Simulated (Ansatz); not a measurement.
# BFH3NO: the cost of one run

All numbers below are computed with Ansatz 0.2.0 (RHF/def2-SVPD).

## (1) The starting structure

Bond lengths: B1–N2 1.550 Å, N2–H3 1.060 Å, N2–H4 1.060 Å, B1–O5 1.410 Å, O5–H6 1.010 Å, B1–F7 1.320 Å. Angles: B1–N2–H3 120.0°, B1–N2–H4 120.0°, H3–N2–H4 120.0°, N2–B1–O5 120.0°, N2–B1–F7 120.0°, O5–B1–F7 120.0°, B1–O5–H6 109.5°.

Coordinates:

```xyz
7

B     0.0000    0.0000    0.0000
N     0.0000    0.0000    1.5500
H    -0.8770   -0.2713    2.0800
H     0.8770    0.2713    2.0800
O     1.2211    0.0000   -0.7050
H     1.5209   -0.9519   -0.8599
F    -1.1431    0.0000   -0.6600
```

## (2) Relaxing the start

input.yaml reads:

```yaml
crystal:
  periodic: [false, false, false]
  atoms:
    - { symbol: B, position_ang: [0.0, 0.0, 0.0] }
    - { symbol: "N", position_ang: [0.0, 0.0, 1.55] }
    - { symbol: H, position_ang: [-0.877, -0.2713, 2.08] }
    - { symbol: H, position_ang: [0.877, 0.2713, 2.08] }
    - { symbol: O, position_ang: [1.2211, 0.0, -0.705] }
    - { symbol: H, position_ang: [1.5209, -0.9519, -0.8599] }
    - { symbol: F, position_ang: [-1.1431, 0.0, -0.66] }
basis:
  gaussian: { orbitals: def2-SVPD }
hamiltonian:
  xc: hf
relax:
  f_tol: 0.02
  max_steps: 40
```

Run with:

```
ansatz run input.yaml --threads 1 --pin off --max-ram 2048MiB --backend cpu --events-out ev --progress --plain --runs-dir out
```

**Question.** How long does this run take on 1 thread of Arm Neoverse V2, shared host, and how much memory does it need?

About 22 s, with a peak of 0.2 GiB.
